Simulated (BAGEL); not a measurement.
# A workflow on C3H5Ga (SMILES C#[C][GaH][CH3])

Wanted: a single-point energy (HF/6-31G*), then the energy (NEVPT2(2,2)/6-31G*), then the energy (CASPT2(2,2)/6-31G*) of C3H5Ga. 

The results are computed with BAGEL 1.2.2.

1 further run of the same task is left out (set aside as unsound or not needed).

## 1. The system as given

The species is C3H5Ga (9 atoms), meant as a singlet with charge 0. As SMILES, `C#[C][GaH][CH3]`. The Ga3–H6 distance was set to 3.598 Å, away from the relaxed value. At this shape a bond of the SMILES string is far longer than usual.

Bond lengths: C1–C2 1.210 Å, C2–Ga3 1.925 Å, Ga3–C4 1.958 Å, C1–H5 1.066 Å, C4–H7 1.093 Å, C4–H8 1.090 Å, C4–H9 1.094 Å. Angles: C1–C2–Ga3 179.3°, C2–Ga3–C4 117.4°, C2–C1–H5 179.8°, Ga3–C4–H7 109.9°, Ga3–C4–H8 112.6°, Ga3–C4–H9 109.4°, H7–C4–H8 109.1°, H7–C4–H9 106.9°, H8–C4–H9 108.7°.

## 2. A single-point energy at HF/6-31G(d) (density fitting with svp-jkfit, spherical functions) (run 1)

File input.json:

```json
{ "bagel" : [

{
  "title" : "molecule",
  "basis" : "6-31gs.json",
  "df_basis" : "svp-jkfit",
  "geometry" : [
    { "atom" : "C", "xyz" : [  2.28233373, -1.33542221, -6.52719718 ] },
    { "atom" : "C", "xyz" : [  1.24544101, -1.47072660, -4.49404084 ] },
    { "atom" : "Ga", "xyz" : [ -0.41978565, -1.72394990, -1.26922321 ] },
    { "atom" : "C", "xyz" : [ -2.50774405, -4.71670916, -0.65940859 ] },
    { "atom" : "H", "xyz" : [  3.19885090, -1.21013337, -8.31752371 ] },
    { "atom" : "H", "xyz" : [  0.55293386,  3.36957065,  3.12844160 ] },
    { "atom" : "H", "xyz" : [ -1.40282118, -6.42634439, -1.00768512 ] },
    { "atom" : "H", "xyz" : [ -3.26193374, -4.78058191,  1.25601781 ] },
    { "atom" : "H", "xyz" : [ -4.08547639, -4.73749615, -1.99431113 ] }
  ]
},
{ "title" : "hf" },
{ "title" : "print", "file" : "orbitals.molden", "orbitals" : true }

]}
```

The basis set 6-31G* is read from a file made from the Basis Set Exchange's data (not shown).

Started as:

```sh
$ BAGEL_NUM_THREADS=1 BAGEL input.json > input.out
```

Log:

```text
* using 1 threads per process

  ===============================================================
  ===============================================================

  *** Geometry ***

  { "atom" : "C", "xyz" : [      2.282334,     -1.335422,     -6.527197 ] },
  { "atom" : "C", "xyz" : [      1.245441,     -1.470727,     -4.494041 ] },
  { "atom" : "Ga", "xyz" : [     -0.419786,     -1.723950,     -1.269223 ] },
  { "atom" : "C", "xyz" : [     -2.507744,     -4.716709,     -0.659409 ] },
  { "atom" : "H", "xyz" : [      3.198851,     -1.210133,     -8.317524 ] },
  { "atom" : "H", "xyz" : [      0.552934,      3.369571,      3.128442 ] },
  { "atom" : "H", "xyz" : [     -1.402821,     -6.426344,     -1.007685 ] },
  { "atom" : "H", "xyz" : [     -3.261934,     -4.780582,      1.256018 ] },
  { "atom" : "H", "xyz" : [     -4.085476,     -4.737496,     -1.994311 ] },

  Number of auxiliary basis functions:      581

  Since a DF basis is specified, we compute 2- and 3-index integrals:
    o Being stored without compression. Storage requirement is 0.033 GB

  Number of basis functions:       84
  Number of electrons      :       54

    * METHOD: MOLECULE                             0.39

  *** RHF ***

  === Nuclear Repulsion ===
   207.9817561854

      * DIIS with orbital gradients will be used.

  === RHF iteration (6-31gs.json) ===
      0      -2039.03290241          0.01545773           0.10
      1      -2039.17198652          0.00958971           0.09
      2      -2039.22189071          0.00267710           0.09
      3      -2039.22562940          0.00081282           0.10
      4      -2039.22606284          0.00019605           0.09
      5      -2039.22608638          0.00006500           0.09
      6      -2039.22609115          0.00002913           0.09
      7      -2039.22609302          0.00001469           0.09
      8      -2039.22609348          0.00000890           0.10
      9      -2039.22609362          0.00000392           0.10
     10      -2039.22609364          0.00000122           0.09
     11      -2039.22609364          0.00000052           0.09
     12      -2039.22609364          0.00000019           0.10
     13      -2039.22609365          0.00000007           0.09
     14      -2039.22609364          0.00000003           0.09
     15      -2039.22609364          0.00000002           0.09
     16      -2039.22609365          0.00000001           0.09
     17      -2039.22609364          0.00000001           0.09
    * SCF iteration converged.

    * Permanent dipole moment:
           (    0.349204,     1.707993,     1.428024) a.u.

    * METHOD: HF                                   1.97

    * METHOD: PRINT                                0.02

  ===============================================================
```

It took 2.5 s on 1 thread of Arm Neoverse V1, shared host; peak memory 0.15 GiB.

## 3. The energy at NEVPT2(2,2)/6-31G(d) (density fitting with svp-jkfit, spherical functions) (run 2)

File nevpt2.json:

```json
{ "bagel" : [

{
  "title" : "molecule",
  "basis" : "6-31gs.json",
  "df_basis" : "svp-jkfit",
  "angstrom" : false,
  "geometry" : [
    { "atom" : "C", "xyz" : [  2.28233373, -1.33542221, -6.52719718 ] },
    { "atom" : "C", "xyz" : [  1.24544101, -1.47072660, -4.49404084 ] },
    { "atom" : "Ga", "xyz" : [ -0.41978565, -1.72394990, -1.26922321 ] },
    { "atom" : "C", "xyz" : [ -2.50774405, -4.71670916, -0.65940859 ] },
    { "atom" : "H", "xyz" : [  3.19885090, -1.21013337, -8.31752371 ] },
    { "atom" : "H", "xyz" : [  0.55293386,  3.36957065,  3.12844160 ] },
    { "atom" : "H", "xyz" : [ -1.40282118, -6.42634439, -1.00768512 ] },
    { "atom" : "H", "xyz" : [ -3.26193374, -4.78058191,  1.25601781 ] },
    { "atom" : "H", "xyz" : [ -4.08547639, -4.73749615, -1.99431113 ] }
  ]
},
{ "title" : "hf" },
{ "title" : "casscf", "nstate" : 1, "nact" : 2, "nclosed" : 26, "active" : [27, 28], "maxiter" : 200, "natocc" : true },
{ "title" : "nevpt2", "nstate" : 1, "nact" : 2, "nclosed" : 26, "active" : [27, 28], "maxiter" : 200, "natocc" : true, "ncore" : 12 },
{ "title" : "print", "file" : "orbitals.molden", "orbitals" : true }

]}
```

The basis set 6-31G* is read from a file made from the Basis Set Exchange's data (not shown).

Started as:

```sh
$ BAGEL_NUM_THREADS=1 BAGEL nevpt2.json > nevpt2.out
```

Log:

```text
* using 1 threads per process

  ===============================================================
  ===============================================================

  *** Geometry ***

  { "atom" : "C", "xyz" : [      2.282334,     -1.335422,     -6.527197 ] },
  { "atom" : "C", "xyz" : [      1.245441,     -1.470727,     -4.494041 ] },
  { "atom" : "Ga", "xyz" : [     -0.419786,     -1.723950,     -1.269223 ] },
  { "atom" : "C", "xyz" : [     -2.507744,     -4.716709,     -0.659409 ] },
  { "atom" : "H", "xyz" : [      3.198851,     -1.210133,     -8.317524 ] },
  { "atom" : "H", "xyz" : [      0.552934,      3.369571,      3.128442 ] },
  { "atom" : "H", "xyz" : [     -1.402821,     -6.426344,     -1.007685 ] },
  { "atom" : "H", "xyz" : [     -3.261934,     -4.780582,      1.256018 ] },
  { "atom" : "H", "xyz" : [     -4.085476,     -4.737496,     -1.994311 ] },

  Number of auxiliary basis functions:      581

  Since a DF basis is specified, we compute 2- and 3-index integrals:
    o Being stored without compression. Storage requirement is 0.033 GB

  Number of basis functions:       84
  Number of electrons      :       54

    * METHOD: MOLECULE                             0.40

  *** RHF ***

  === Nuclear Repulsion ===
   207.9817561854

      * DIIS with orbital gradients will be used.

  === RHF iteration (6-31gs.json) ===
      0      -2039.03290241          0.01545773           0.10
      1      -2039.17198652          0.00958971           0.10
      2      -2039.22189071          0.00267710           0.10
      3      -2039.22562940          0.00081282           0.10
      4      -2039.22606284          0.00019605           0.10
      5      -2039.22608638          0.00006500           0.10
      6      -2039.22609115          0.00002913           0.09
      7      -2039.22609302          0.00001469           0.10
      8      -2039.22609348          0.00000890           0.09
      9      -2039.22609362          0.00000392           0.10
     10      -2039.22609364          0.00000122           0.10
     11      -2039.22609364          0.00000052           0.09
     12      -2039.22609364          0.00000019           0.09
     13      -2039.22609365          0.00000007           0.09
     14      -2039.22609364          0.00000003           0.10
     15      -2039.22609364          0.00000002           0.09
     16      -2039.22609365          0.00000001           0.09
     17      -2039.22609364          0.00000001           0.09
    * SCF iteration converged.

    * Permanent dipole moment:
           (    0.349204,     1.707993,     1.428024) a.u.

    * METHOD: HF                                   1.98

  ---------------------------
      CASSCF calculation
  ---------------------------

    ==== Active orbitals : =====
         Orbital 27
         Orbital 28
    ============================

    * nstate   :      1
    * nclosed  :     26
    * nact     :      2
    * nvirt    :     56
  === CASSCF iteration (6-31gs.json) ===

    * Using the second-order algorithm

      0  0     -2039.28796309     5.86e-03      0.03

      1  0     -2039.31178187     6.69e-04      0.55

      2  0     -2039.31206565     1.86e-04      0.55

      3  0     -2039.31208255     5.19e-05      0.52

      4  0     -2039.31208385     1.44e-05      0.52

      5  0     -2039.31208395     3.97e-06      0.53

      6  0     -2039.31208396     1.10e-06      0.52

      7  0     -2039.31208396     3.02e-07      0.49

      8  0     -2039.31208396     8.35e-08      0.46

      9  0     -2039.31208396     2.31e-08      0.42

     10  0     -2039.31208396     6.36e-09      0.41

    * Second-order optimization converged. *

     guess   0:   closed 1.                   open ..

  === FCI iteration ===

      0  0     -2039.20760869     8.12e-02      0.00
      1  0     -2039.30503948     2.25e-02      0.00
      2  0 *   -2039.31208396     1.29e-16      0.00

     * ci vector, state   0, <S^2> = 0.0000
       2.     0.8352902823
       .2    -0.5498091890

    * METHOD: CASSCF                               5.22

    * freezing 12 orbitals

  === DF-NEVPT2 calculation ===

    * 3-index integral transformation done
    * assembly done

      NEVPT2 correlation energy:   -0.5991062096      0.20

          (+0)     -0.5701166647
          (+0)'    -0.0028154750
          (+1)     -0.0096280733
          (+1)'    -0.0000000000
          (+2)     -0.0000771369
          (-1)     -0.0163626778
          (-1)'     0.0000000000
          (-2)     -0.0001061818

      NEVPT2 total energy:       -2039.9111901704

    * METHOD: NEVPT2                               0.37

    * METHOD: PRINT                                0.02

  ===============================================================
```

Wall time 8.1 s (1 thread of Arm Neoverse V1, shared host); peak memory 0.15 GiB.

## 4. A single-point energy at CASPT2(2,2)/6-31G(d) (density fitting with svp-jkfit, spherical functions) (run 3)

File input.json:

```json
{ "bagel": [

{
  "title": "molecule",
  "basis": "6-31gs.json",
  "df_basis": "svp-jkfit",
  "geometry": [
    { "atom": "C", "xyz": [     2.28233373,    -1.33542221,    -6.52719718 ] },
    { "atom": "C", "xyz": [     1.24544101,    -1.47072660,    -4.49404084 ] },
    { "atom": "Ga", "xyz": [    -0.41978565,    -1.72394990,    -1.26922321 ] },
    { "atom": "C", "xyz": [    -2.50774405,    -4.71670916,    -0.65940859 ] },
    { "atom": "H", "xyz": [     3.19885090,    -1.21013337,    -8.31752371 ] },
    { "atom": "H", "xyz": [     0.55293386,     3.36957065,     3.12844160 ] },
    { "atom": "H", "xyz": [    -1.40282118,    -6.42634439,    -1.00768512 ] },
    { "atom": "H", "xyz": [    -3.26193374,    -4.78058191,     1.25601781 ] },
    { "atom": "H", "xyz": [    -4.08547639,    -4.73749615,    -1.99431113 ] }
  ]
},

{ "title": "hf", "charge": 0 },

{ "title": "casscf", "nstate": 1, "nact": 2, "nclosed": 26, "charge": 0, "active": [27, 28], "maxiter": 200, "natocc": "true" },

{ "title": "print", "file": "orbitals.molden", "orbitals": "true" },

{ "title": "smith", "method": "caspt2", "ms": "true", "xms": "true", "sssr": "true", "shift": 0.2, "shift_imag": "true", "ncore": 12 }

]}
```

The basis set 6-31G* is read from a file made from the Basis Set Exchange's data (not shown).

Started as:

```sh
$ BAGEL_NUM_THREADS=1 BAGEL input.json > input.out
```

Log:

```text
* using 1 threads per process

  ===============================================================
  ===============================================================

  *** Geometry ***

  { "atom" : "C", "xyz" : [      2.282334,     -1.335422,     -6.527197 ] },
  { "atom" : "C", "xyz" : [      1.245441,     -1.470727,     -4.494041 ] },
  { "atom" : "Ga", "xyz" : [     -0.419786,     -1.723950,     -1.269223 ] },
  { "atom" : "C", "xyz" : [     -2.507744,     -4.716709,     -0.659409 ] },
  { "atom" : "H", "xyz" : [      3.198851,     -1.210133,     -8.317524 ] },
  { "atom" : "H", "xyz" : [      0.552934,      3.369571,      3.128442 ] },
  { "atom" : "H", "xyz" : [     -1.402821,     -6.426344,     -1.007685 ] },
  { "atom" : "H", "xyz" : [     -3.261934,     -4.780582,      1.256018 ] },
  { "atom" : "H", "xyz" : [     -4.085476,     -4.737496,     -1.994311 ] },

  Number of auxiliary basis functions:      581

  Since a DF basis is specified, we compute 2- and 3-index integrals:
    o Being stored without compression. Storage requirement is 0.033 GB

  Number of basis functions:       84
  Number of electrons      :       54

    * METHOD: MOLECULE                             0.39

  *** RHF ***

  === Nuclear Repulsion ===
   207.9817561854

      * DIIS with orbital gradients will be used.

  === RHF iteration (6-31gs.json) ===
      0      -2039.03290241          0.01545773           0.10
      1      -2039.17198652          0.00958971           0.09
      2      -2039.22189071          0.00267710           0.09
      3      -2039.22562940          0.00081282           0.09
      4      -2039.22606284          0.00019605           0.09
      5      -2039.22608638          0.00006500           0.09
      6      -2039.22609115          0.00002913           0.09
      7      -2039.22609302          0.00001469           0.09
      8      -2039.22609348          0.00000890           0.09
      9      -2039.22609362          0.00000392           0.09
     10      -2039.22609364          0.00000122           0.09
     11      -2039.22609364          0.00000052           0.09
     12      -2039.22609364          0.00000019           0.09
     13      -2039.22609365          0.00000007           0.09
     14      -2039.22609364          0.00000003           0.09
     15      -2039.22609364          0.00000002           0.09
     16      -2039.22609365          0.00000001           0.09
     17      -2039.22609364          0.00000001           0.09
    * SCF iteration converged.

    * Permanent dipole moment:
           (    0.349204,     1.707993,     1.428024) a.u.

    * METHOD: HF                                   1.92

  ---------------------------
      CASSCF calculation
  ---------------------------

    ==== Active orbitals : =====
         Orbital 27
         Orbital 28
    ============================

    * nstate   :      1
    * nclosed  :     26
    * nact     :      2
    * nvirt    :     56
  === CASSCF iteration (6-31gs.json) ===

    * Using the second-order algorithm

      0  0     -2039.28796309     5.86e-03      0.03

      1  0     -2039.31178187     6.69e-04      0.54

      2  0     -2039.31206565     1.86e-04      0.55

      3  0     -2039.31208255     5.19e-05      0.51

      4  0     -2039.31208385     1.44e-05      0.54

      5  0     -2039.31208395     3.97e-06      0.55

      6  0     -2039.31208396     1.10e-06      0.53

      7  0     -2039.31208396     3.02e-07      0.52

      8  0     -2039.31208396     8.35e-08      0.47

      9  0     -2039.31208396     2.31e-08      0.43

     10  0     -2039.31208396     6.36e-09      0.42

    * Second-order optimization converged. *

     guess   0:   closed 1.                   open ..

  === FCI iteration ===

      0  0     -2039.20760869     8.12e-02      0.00
      1  0     -2039.30503948     2.25e-02      0.00
      2  0 *   -2039.31208396     1.29e-16      0.00

     * ci vector, state   0, <S^2> = 0.0000
       2.     0.8352902823
       .2    -0.5498091890

    * METHOD: CASSCF                               5.33

    * METHOD: PRINT                                0.02

  === SMITH program ===

    * freezing 12 orbitals

    * Approximate memory requirement for SMITH calulation per MPI process:
      o Storage requirement for T-amplitude, lambda, and residual is 0.02 GB
      o Storage requirement for MO integrals is 0.01 GB
    * Calculating and saving rdm4f

    * Zeroth order energy : state  0       -0.3400292961

    * CASPT2 iteration is performed using orthogonal basis

      -------------------------------------------  CASPT2 iteration  ---------------------------------------------------
       #      aibj      arbs      arbi      airj      risj      airs      arst      rist         Etot      error   time
      ------------------------------------------------------------------------------------------------------------------

       0  -0.56726  -0.00015  -0.01763  -0.01068  -0.00014  -0.00283  -0.00000  -0.00000   -0.5987007  0.0002867   0.10
       1  -0.56728  -0.00015  -0.01764  -0.01070  -0.00014  -0.00286   0.00000   0.00000   -0.5987702  0.0000307   0.09
       2  -0.56728  -0.00015  -0.01764  -0.01070  -0.00014  -0.00286  -0.00000  -0.00000   -0.5987710  0.0000034   0.09
       3  -0.56728  -0.00015  -0.01764  -0.01070  -0.00014  -0.00286  -0.00000  -0.00000   -0.5987710  0.0000004   0.09

      ------------------------------------------------------------------------------------------------------------------

    * CASPT2 energy : state  0    -2039.9145647642
        w/o shift correction      -2039.9108549825
        reference weight              0.8346687949

    * METHOD: SMITH                                0.67

  ===============================================================
```

Wall time 8.7 s (1 thread of Arm Neoverse V1, shared host); peak memory 0.2 GiB.

## 5. Outcome

| quantity | value |
| --- | --- |
| run 1, HF/6-31G*: total energy | -2039.22609 Eh |
| run 1, HF/6-31G*: dipole moment | 5.73 D |
| run 1, HF/6-31G*: HOMO energy | -6.96 eV |
| run 1, HF/6-31G*: LUMO energy | -0.59 eV |
| run 1, HF/6-31G*: HOMO–LUMO gap | 6.37 eV |
| run 2, NEVPT2(2,2)/6-31G*: total energy | -2039.91119 Eh |
| run 3, CASPT2(2,2)/6-31G*: total energy | -2039.91456 Eh |

What this shows: One bond (run 1, HF/6-31G*) is far stretched, which a spin-restricted single reference describes badly; a broken-symmetry solution may lie lower.
